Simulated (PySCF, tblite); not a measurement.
**C₈H₁₀P−: geometry, infrared bands and NMR shifts**

Wanted: the infrared bands and NMR shifts of C₈H₁₀P− (`C=Cc1c(C)c[p-]c1C`), by calculation.

Computed with tblite 0.8.0 and PySCF 2.14.0, with density-fitted response routines of our own, on a single molecule in the gas phase. Atoms are numbered from 0 throughout.

### 1 Starting geometry

19 atoms, charge -1, multiplicity 1; geometry from: force field or distance geometry start.

Bonds of the start (Å): C0–C1 1.28, C1–C2 1.48, C2–C3 1.37, C3–C4 1.52, C3–C5 1.38, C5–P6 1.74, P6–C7 1.75, C7–C8 1.48, C7–C2 1.39, C0–H9 1.11, C0–H10 1.07, C1–H11 1.11, C4–H12 1.14, C4–H13 1.07, C4–H14 1.11, C5–H15 1.08, C8–H16 1.13, C8–H17 1.10, C8–H18 1.11.

### 2 Optimising the geometry with GFN2-xTB

The job: settings as JSON, then the geometry in Å.

```
{"job": {"kind": "relax", "xc": "GFN2-xTB", "basis": "xTB"}, "charge": -1, "multiplicity": 1}
C     -0.653000     2.289900     0.225000
C      0.276700     1.412900     0.268800
C      0.183800    -0.048200     0.032900
C     -0.920800    -0.772900    -0.324900
C     -2.326600    -0.243500    -0.529600
C     -0.713200    -2.130100    -0.479600
P      0.966400    -2.480000    -0.177700
C      1.345900    -0.807900     0.165000
C      2.721900    -0.397700     0.517800
H     -0.361900     3.339200     0.455600
H     -1.698900     2.192100     0.000600
H      1.281300     1.808100     0.545700
H     -2.993600    -1.096400    -0.875000
H     -2.713400     0.195200     0.368000
H     -2.281100     0.486900    -1.364900
H     -1.406400    -2.922100    -0.733800
H      2.729400     0.520800     1.172200
H      3.232000    -1.178100     1.109100
H      3.321900    -0.158900    -0.382800
```

Started as:

```bash
$ OMP_NUM_THREADS=1 python probes_run.py task.json out
```

The driver reads the jobs from task.json and runs them one after another.

**Question.** This job is followed by: GFN2-xTB harmonic vibrations, gas phase; GIAO PBE0/pcSseg-1 NMR shielding, non-relativistic, gas phase. What will the session give for the following? strongest single infrared mode (GFN2-xTB); zero-point energy (GFN2-xTB); 13C shifts against TMS (PBE0/pcSseg-1); 1H shifts against TMS (PBE0/pcSseg-1, means over atoms taken as alike); 31P shifts against H3PO4 (PBE0/pcSseg-1).

**Answer**, as computed:

| quantity | value |
| --- | --- |
| strongest single infrared mode (GFN2-xTB) | 1641 cm⁻¹, 246 km/mol |
| zero-point energy (GFN2-xTB) | 94.6 kcal/mol |
| 13C shifts against TMS (PBE0/pcSseg-1) | 155.9, 141.2, 131.4, 129.4, 128.1, 89.3, 25.3, 20.6 ppm |
| 1H shifts against TMS (PBE0/pcSseg-1, means over atoms taken as alike) | 7.12, 6.25, 4.45, 3.91, 2.49, 2.48 ppm |
| 31P shifts against H3PO4 (PBE0/pcSseg-1) | 86.1 ppm |

What this shows: Over 55 steps the energy fell by 0.504 eV; of the close pairs, C0–C1 changed most, 1.279 to 1.340 Å. The lowest mode is slightly imaginary (16i cm⁻¹), a soft motion within the noise of the Hessian, so the minimum is not strictly shown. The strongest single mode, at 1641 cm⁻¹, moves mainly C1 and C0. Unscaled tight-binding wavenumbers are off by several per cent, some by more. Its intensities can rank the bands wrongly. At PBE0/pcSseg-1: Shielding is most anisotropic at P6 (span 280 ppm, paramagnetic term -739 ppm). NICS(1)zz of -24 ppm above the planar ring from C2 marks a diatropic (aromatic) ring current.
